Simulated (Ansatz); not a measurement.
# ZrS+ (quartet): wave-function methods side by side, def2-TZVPP

One table from this session's results is given with a row withheld; the runs are named, their logs left out.

The runs use Ansatz 0.2.0, Gaussian basis; def2-TZVPP, core rule «outside noble gas», up to 9 orbitals frozen.

Plan: UHF; ROHF; CCSD(T) on UHF.

### The system

The geometry is a PBE0/def2-TZVP stationary point (not a proven minimum) of the parent state, kept for this charge and spin. No spin-orbit coupling is included. Elements past krypton take def2 core potentials.

2 atoms, charge 1, spin multiplicity 4.

Atoms are counted from 1 here; the program's logs count them from 0.

Bond lengths: Zr1–S2 2.454 Å.

Set-up of the first run:

The input, in.yaml:

```yaml
crystal:
  periodic: [false, false, false]
  atoms:
    - {symbol: Zr, position_ang: [0.000000, 0.000000, 0.000000]}
    - {symbol: S, position_ang: [0.000000, 0.000000, 2.454200]}
basis:
  gaussian: {orbitals: def2-TZVPP}
total_charge: 1
magnetization: {spin_polarized: true, initial_magnetization: 3}
hamiltonian: {xc: hf}
output: {orbitals: {seedname: orbitals}}
```

On the command line:

```
ansatz run in.yaml --threads 1 --pin off --events-out ev --progress --plain --max-ram 4096MiB --backend cpu
```

Steps of the session up to this table: UHF; ROHF; CCSD(T) on UHF.

One table of the session follows, with a row left open; its other results are not shown here.

| method | from UCCSD(T) (meV) |
| --- | --- |
| ROHF | +6050.7 |
| UHF | ? |
| UMP2 | +983.6 |
| UCCSD | +317.4 |
| UCCSD(T) | 0 |

Estimate the missing values for UHF.

As computed: from UCCSD(T) (meV): +5801.4. In the column «from UCCSD(T) (meV)» it lies between UMP2 (+983.6) and ROHF (+6050.7).
